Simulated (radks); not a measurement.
**Excited configurations of S**

The task here is to estimate one member of a computed series from the others.

Method: Dirac Kohn-Sham, PBEsol, spin-unpolarised, spherical densities, point nucleus; open shells are shared between the two j in proportion to 2j + 1. Code: radks (a radial shooting solver on a logarithmic mesh, Libxc functionals) version 1.

## What is computed

* element: sulfur (Z = 16)
* charge: 0
* electrons: 16
* configuration: [Ne] 3s2 3p4

The outer shells:

S
```
[Ne] core
3s [↑↓]
3p [↑↓][↑ ][↑ ]
```

Set-up of the first run:

The run's settings:

```text
Z 16
configuration [Ne] 3s2 3p4
relativity Dirac
functional pbe_sol,pbe_sol
spin unpolarised
j_filling average
nucleus point
c 137.035999084
```

Steps of the session up to this table: Ground configuration: [Ne] 3s2 3p4.

One table of the session follows, with a row left open; its other results are not shown here.

It belongs to the step «Ground configuration: [Ne] 3s2 3p4». From the orbitals of this run (lengths in bohr):

| level | <r> | outermost maximum (interpolated) | 90 % within | nodes |
| --- | --- | --- | --- | --- |
| 1s1/2 | 0.09698 | 0.0634 | 0.173 | 0 |
| 2s1/2 | 0.4796 | 0.389 | 0.752 | 1 |
| 2p1/2 | 0.4414 | 0.325 | 0.736 | 0 |
| 2p3/2 | 0.4437 | 0.326 | 0.739 | 0 |
| 3s1/2 | 1.696 | 1.41 | 2.58 | 2 |
| 3p1/2 | 2.064 | 1.60 | 3.28 | 1 |
| 3p3/2 | ? | ? | ? | ? |

Estimate the missing values for 3p3/2.

The run gave: <r>: 2.074; outermost maximum (interpolated): 1.61; 90 % within: 3.29; nodes: 1. In the column «<r>» it is the highest.

To keep in mind: Spin polarisation and multiplet splitting are left out, so open shells lie too high by an amount that depends on their filling.
